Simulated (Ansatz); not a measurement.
**GaNH2ClF (SMILES [NH2][Ga]([F])[Cl]): CCSD(T)/6-31G(d) (spherical functions)**

Aim: the vertical ionisation energy of GaNH2ClF at CCSD(T)/6-31G* (spherical functions), from 2 runs. 

The calculation is run with Ansatz 0.2.0.

128 further runs of the same task are left out: 128 set aside as unsound or not needed.

### Step 1. The system as given

The species is GaNH2ClF (6 atoms), meant as a singlet with charge 0. SMILES: `[NH2][Ga]([F])[Cl]`. The coordinates come from a PBE0-D4/def2-TZVP relaxation.

Bond lengths: N1–Ga2 1.791 Å, Ga2–F3 1.743 Å, Ga2–Cl4 2.117 Å, N1–H5 1.005 Å, N1–H6 1.005 Å. Angles: N1–Ga2–F3 119.0°, N1–Ga2–Cl4 124.0°, F3–Ga2–Cl4 116.9°, Ga2–N1–H5 121.8°, Ga2–N1–H6 122.2°, H5–N1–H6 113.3°.

### Step 2. The energy at CCSD(T)/6-31G(d) (spherical functions)

Input file job.yaml:

```yaml
crystal:
  periodic: [false, false, false]
  atoms:
    - {symbol: N, position_ang: [-0.193400, 1.027000, -0.045900]}
    - {symbol: Ga, position_ang: [0.233000, -0.711000, 0.012900]}
    - {symbol: F, position_ang: [1.569300, -1.221300, 1.009300]}
    - {symbol: Cl, position_ang: [-0.740100, -2.208600, -1.123700]}
    - {symbol: H, position_ang: [0.201900, 1.691500, 0.596800]}
    - {symbol: H, position_ang: [-1.028600, 1.358600, -0.495600]}
basis:
  gaussian: {orbitals: 6-31G_st_-spherical.json}
correlation: {method: ccsd_t, frozen_orbitals: {Cl: 5, F: 1, Ga: 9, H: 0, "N": 1}}
accuracy: high
scf: {omitted_lower_state_checks: [cluster_reference, increment]}
```

The basis set 6-31G* is read from a file made from the Basis Set Exchange's data (not shown).

Launch:

```
ansatz run job.yaml --threads 1 --pin off --max-ram 3480MiB --events-out events.jsonl --progress --plain --runs-dir runs
```

Output:

```text
Warning: RAYON_NUM_THREADS=1 ignored (pool sized by the plan → 1); use --threads N
Functional definition: HF
  name "HF"
  exchange = exact_x
  correlation = 0
these checks for a lower state are left out or cut short: cluster_reference, increment
1713 factors; integrals over basis functions are off by at most 4.7e-9 eV
mean field evaluation 1: about -69048.8375 eV, gradient 4.0e1 eV
mean field evaluation 2: about -69048.9186 eV, gradient 4.0e1 eV
mean field evaluation 4: about -69052.0199 eV, gradient 2.5e0 eV
mean field evaluation 8: about -69052.0449 eV, gradient 3.7e-4 eV
mean field -69052.04486875 eV, -2537.6158437694 hartree, gradient 1.2e-8 eV, S^2 0.000000; 0 other end points of the search recorded, 0 dependent functions left out
16 core orbitals not correlated: weight in the atoms' cores, before any rotation towards them, 1.000 or more for the frozen orbitals, at most 0.000 for the correlated occupied ones
reference -69052.04486875 eV, -2537.6158437694 hartree; 17, 17 occupied and 49, 49 virtual orbitals, 1713 factors
second order -19.11642473 eV of doubles, -0.00000000 eV of singles
cycle   1  -18.67486544 eV  change    4.4e-1 eV  update   1.1e-1
cycle   2  -19.16362398 eV  change   -4.9e-1 eV  update   3.2e-2
cycle   3  -19.26932879 eV  change   -1.1e-1 eV  update   1.7e-2
cycle   4  -19.26136601 eV  change    8.0e-3 eV  update   4.3e-3
cycle   5  -19.25726048 eV  change    4.1e-3 eV  update   1.8e-3
cycle   6  -19.25730827 eV  change   -4.8e-5 eV  update   6.0e-4
cycle   7  -19.25721547 eV  change    9.3e-5 eV  update   2.0e-4
cycle   8  -19.25719440 eV  change    2.1e-5 eV  update   7.6e-5
cycle   9  -19.25721124 eV  change   -1.7e-5 eV  update   2.9e-5
cycle  10  -19.25722173 eV  change   -1.0e-5 eV  update   9.5e-6
cycle  11  -19.25721620 eV  change    5.5e-6 eV  update   3.7e-6
cycle  12  -19.25721769 eV  change   -1.5e-6 eV  update   1.6e-6
cycle  13  -19.25721882 eV  change   -1.1e-6 eV  update   6.5e-7
cycle  14  -19.25721926 eV  change   -4.4e-7 eV  update   2.9e-7
cycle  15  -19.25721957 eV  change   -3.1e-7 eV  update   1.2e-7
cycle  16  -19.25721954 eV  change    2.9e-8 eV  update   4.9e-8
cycle  17  -19.25721954 eV  change   -2.2e-9 eV  update   2.6e-8
cycle  18  -19.25721868 eV  change    8.6e-7 eV  update   1.4e-7
cycle  19  -19.25721864 eV  change    3.2e-8 eV  update   3.4e-8
cycle  20  -19.25721859 eV  change    5.6e-8 eV  update   1.1e-8
cycle  21  -19.25721858 eV  change    8.3e-9 eV  update   4.0e-9
cycle  22  -19.25721858 eV  change    2.6e-9 eV  update   1.3e-9
perturbative correction -0.40870730 eV, -0.0150197164 hartree
Total energy: -69071.71079463 eV, -2538.3385532155 hartree
Checks for a lower state left out: cluster_reference, increment
```

Wall time 19 s (1 thread of Arm Neoverse V1, shared host); peak memory 0.37 GiB.

### Step 3. The doublet cation

Input file molecule.yaml:

```yaml
basis:
  gaussian: {orbitals: 6-31G_st_-spherical.json}
crystal:
  periodic: [false, false, false]
  atoms:
    - {symbol: "N", position_ang: [-0.193400, 1.027000, -0.045900]}
    - {symbol: Ga, position_ang: [0.233000, -0.711000, 0.012900]}
    - {symbol: F, position_ang: [1.569300, -1.221300, 1.009300]}
    - {symbol: Cl, position_ang: [-0.740100, -2.208600, -1.123700]}
    - {symbol: H, position_ang: [0.201900, 1.691500, 0.596800]}
    - {symbol: H, position_ang: [-1.028600, 1.358600, -0.495600]}
total_charge: 1
magnetization: {spin_polarized: true, initial_magnetization: 1}
correlation: {method: ccsd_t, frozen_orbitals: {Cl: 5, F: 1, Ga: 9, H: 0, "N": 1}}
accuracy: high
scf: {omitted_lower_state_checks: [cluster_reference, increment]}
```

The basis set 6-31G* is read from a file made from the Basis Set Exchange's data (not shown).

Launch:

```
ansatz run molecule.yaml --threads 1 --pin off --max-ram 3480MiB --events-out events.jsonl --progress --plain --runs-dir runs
```

Output:

```text
Warning: RAYON_NUM_THREADS=1 ignored (pool sized by the plan → 1); use --threads N
[... 4 set-up lines as earlier in the session ...]
these checks for a lower state are left out or cut short: cluster_reference, increment
1713 factors; integrals over basis functions are off by at most 4.7e-9 eV
mean field evaluation 1: about -69037.4320 eV, gradient 3.6e1 eV
mean field evaluation 2: about -69037.4393 eV, gradient 3.6e1 eV
mean field evaluation 4: about -69042.7358 eV, gradient 2.8e0 eV
mean field evaluation 8: about -69042.8421 eV, gradient 2.5e-1 eV
mean field evaluation 16: about -69038.1961 eV, gradient 1.9e1 eV
mean field evaluation 32: about -69040.9017 eV, gradient 1.5e-1 eV
mean field -69042.84342208 eV, -2537.2776968414 hartree, gradient 5.3e-8 eV, S^2 0.758824; 3 other end points of the search recorded, 0 dependent functions left out
16 core orbitals not correlated: weight in the atoms' cores, before any rotation towards them, 1.000 or more for the frozen orbitals, at most 0.000 for the correlated occupied ones
reference -69042.84342208 eV, -2537.2776968414 hartree; 17, 16 occupied and 49, 50 virtual orbitals, 1713 factors
second order -17.98982536 eV of doubles, -0.00000000 eV of singles
cycle   1  -17.70316500 eV  change    2.9e-1 eV  update   1.1e-1
cycle   2  -18.18940761 eV  change   -4.9e-1 eV  update   3.7e-2
cycle   3  -18.31610183 eV  change   -1.3e-1 eV  update   2.4e-2
cycle   4  -18.31727556 eV  change   -1.2e-3 eV  update   9.7e-3
cycle   5  -18.31210108 eV  change    5.2e-3 eV  update   7.1e-3
cycle   6  -18.31542486 eV  change   -3.3e-3 eV  update   4.4e-3
cycle   7  -18.31816969 eV  change   -2.7e-3 eV  update   2.5e-3
cycle   8  -18.31887226 eV  change   -7.0e-4 eV  update   1.4e-3
cycle   9  -18.31889309 eV  change   -2.1e-5 eV  update   7.9e-4
cycle  10  -18.31864072 eV  change    2.5e-4 eV  update   5.2e-4
cycle  11  -18.31852269 eV  change    1.2e-4 eV  update   3.0e-4
cycle  12  -18.31863156 eV  change   -1.1e-4 eV  update   1.6e-4
cycle  13  -18.31867582 eV  change   -4.4e-5 eV  update   5.9e-5
cycle  14  -18.31870722 eV  change   -3.1e-5 eV  update   2.6e-5
cycle  15  -18.31871932 eV  change   -1.2e-5 eV  update   1.5e-5
cycle  16  -18.31872264 eV  change   -3.3e-6 eV  update   9.7e-6
cycle  17  -18.31872482 eV  change   -2.2e-6 eV  update   6.1e-6
cycle  18  -18.31872431 eV  change    5.2e-7 eV  update   4.5e-6
cycle  19  -18.31872240 eV  change    1.9e-6 eV  update   2.3e-6
cycle  20  -18.31872212 eV  change    2.8e-7 eV  update   1.3e-6
cycle  21  -18.31872121 eV  change    9.1e-7 eV  update   6.7e-7
cycle  22  -18.31872147 eV  change   -2.6e-7 eV  update   3.8e-7
cycle  23  -18.31872159 eV  change   -1.2e-7 eV  update   2.5e-7
cycle  24  -18.31872157 eV  change    1.9e-8 eV  update   1.6e-7
cycle  25  -18.31872164 eV  change   -7.6e-8 eV  update   1.0e-7
cycle  26  -18.31872164 eV  change   9.1e-10 eV  update   6.3e-8
cycle  27  -18.31872168 eV  change   -3.6e-8 eV  update   4.2e-8
cycle  28  -18.31872164 eV  change    3.8e-8 eV  update   8.7e-8
cycle  29  -18.31872166 eV  change   -1.5e-8 eV  update   2.5e-8
cycle  30  -18.31872165 eV  change    6.4e-9 eV  update   1.2e-8
cycle  31  -18.31872165 eV  change  -4.3e-10 eV  update   6.7e-9
cycle  32  -18.31872165 eV  change   8.7e-10 eV  update   3.9e-9
perturbative correction -0.39823772 eV, -0.0146349661 hartree
Total energy: -69061.56038145 eV, -2537.9655324113 hartree
Checks for a lower state left out: cluster_reference, increment
```

It took 81 s on 1 thread of Arm Neoverse V1, shared host; peak memory 0.69 GiB.

### Step 4. What came out

At CCSD(T)/6-31G* (spherical functions), 16 core orbitals frozen:

| quantity | value |
| --- | --- |
| singlet GaNH2ClF: total energy | -2538.33855 Eh |
| singlet GaNH2ClF: correlation energy (16 core orbitals frozen) | -722.7 mEh |
| singlet GaNH2ClF: (T) correction | -15.02 mEh |
| singlet GaNH2ClF: T1 diagnostic | 0.013 |
| doublet cation: total energy | -2537.96553 Eh |
| doublet cation: correlation energy (16 core orbitals frozen) | -687.8 mEh |
| doublet cation: (T) correction | -14.63 mEh |
| doublet cation: ⟨S²⟩ of the reference determinant | 0.759 |
| doublet cation: T1 diagnostic | 0.018 |
| vertical ionisation energy (to the doublet cation) | 10.150 eV |

In words: The vertical ionisation energy comes to 10.15 eV (979 kJ/mol). The triples (singlet GaNH2ClF) make up 2.1 % of the correlation energy. The triples (doublet cation) make up 2.1 % of the correlation energy.
